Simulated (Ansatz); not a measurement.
What does this script print? It uses the Python package of Ansatz (0.2.0).

The script, `nc_paw_ta.py`:
```python
'''Norm-conserving against PAW potentials for Ta.'''

import ansatz as az
import numpy as np
from pymatgen.core import Lattice, Structure
from pymatgen.io.ase import AseAtomsAdaptor


def count_gap(report):
    # lowest empty less highest filled band, counting bands; zero where they overlap
    return max(report.get('gap_by_band_count_ev') or 0.0, 0.0)

pmg_structure = Structure(
    Lattice([(22.70911, 0.0, 0.0), (0.0, 22.70911, 0.0), (0.0, 0.0, 2.37728)]),
    ['Ta', 'Ta', 'Ta', 'Ta'],
    [
        (0.31863, 0.81863, 0.0),
        (0.68137, 0.18137, 0.0),
        (0.18137, 0.31863, 0.0),
        (0.81863, 0.68137, 0.0),
    ],
)
cell = az.Crystal.from_ase(AseAtomsAdaptor.get_atoms(pmg_structure))

model = (
    cell.calculation()
    .eigensolver('davidson', mixed_precision=False)
    .occupations(az.OccupationsMethod.GAUSSIAN)  # smearing steadies the SCF of a metal
    .scf(tolerance=1e-06)
    .kpoints(2, 2, 12)  # the mesh must be finer for metals
    .functional(az.Functional.PBESOL)
    .mixing('msr1', ndim=8, beta=0.6)
    .stress()  # GPa
    .forces()  # minus the gradient of the free energy
    .band_table()
)
variants = {
    'PAW': model.pseudopotentials('paw'),
    'norm-conserving': model.pseudopotentials('nc'),
}
# totals differ by the cores that each treatment holds, so compare what does not depend on them
rows = []
for label, variant in variants.items():
    summary = variant.run().report
    levels = np.array(summary['eigenvalues_ev'][0]) - summary['fermi_energy_ev']
    print(label, 'levels at the first k-point near E_F:', np.round(levels[np.abs(levels) < 5], 3))
    rows.append((label, summary['n_electrons'], np.trace(summary['stress_gpa']) / 3, float(np.abs(summary['forces_ev_ang']).max()), count_gap(summary)))
print('     treatment  electrons in bands           P GPa  max force component eV/A  gap by band count eV')
for row in rows:
    print(f'{str(row[0]):>14s}  {row[1]:18.1f}  {row[2]:14.3f}  {row[3]:24.4f}  {row[4]:20.3f}')
```

```console
$ python nc_paw_ta.py
DeckWarning: basis.ecutwfc = 420 eV, auto-derived from the records' recommended cutoffs: set by Ta (normal level)
DeckWarning: scf.convergence.dr2_threshold = 1e-6 eV is looser than this run's default, which is 1e-7 eV or tighter. The error in the forces grows as the threshold's square root, so leave the key out unless less accurate forces are enough
DeckWarning: output.stress: scf.convergence.dr2_threshold = 1e-6 eV is looser than the 4e-10 eV advised for a printed stress (1e-10 eV for each atom of the cell: 4). What an SCF threshold leaves in a stress goes as its square root, and in the free energy as the threshold itself, and one threshold admits the most on a small cell: of the crystals measured, under no hybrid functional and no lock of the moments, on runs that ended without the residual-converged pass, on stresses that held no [...]
PAW levels at the first k-point near E_F: [-4.144 -4.144 -4.144 -4.144 -1.673 -1.673 -1.673 -1.673 -0.207 -0.207
 -0.207 -0.207 -0.207 -0.206 -0.206 -0.206  1.416  1.42   1.421  1.421
  1.429  1.433]
DeckWarning: basis.ecutwfc = 789.130201 eV, auto-derived from the records' recommended cutoffs: set by Ta (normal level)
norm-conserving levels at the first k-point near E_F: [-4.164 -4.164 -4.164 -4.164 -1.672 -1.672 -1.672 -1.672 -0.201 -0.201
 -0.201 -0.201 -0.201 -0.201 -0.201 -0.201  1.412  1.416  1.418  1.418
  1.425  1.429]
     treatment  electrons in bands           P GPa  max force component eV/A  gap by band count eV
           PAW                52.0          -0.061                    0.0000                 0.000
norm-conserving                52.0          -0.089                    0.0000                 0.000
```
(Warnings from the package without file and line, shortened.)

PAW gives -0.061 GPa and norm-conserving -0.089 GPa, 0.028 GPa apart. They took 96.4 and 316.0 s of processor time.

These settings explore the input space; cutoff and mesh may be short of convergence. The cell holds layers, chains or clusters in vacuum, no bulk phase; its stress is averaged over the vacuum too and scales with the cell's height. The computed bands are complete only to about 1.0 eV above the Fermi level. A gap by band count of zero or less means overlapping bands, a metal. Points of the mesh across the vacuum add cost only. This isn't the structure that Ta takes at ambient conditions. Gaps and levels are Kohn-Sham values on a finite set of k-points, without spin-orbit coupling. Stress is positive in compression. The whole script took 6.9 min on 1 thread of Arm Neoverse V1 (shared host), peak memory 2.4 GiB.
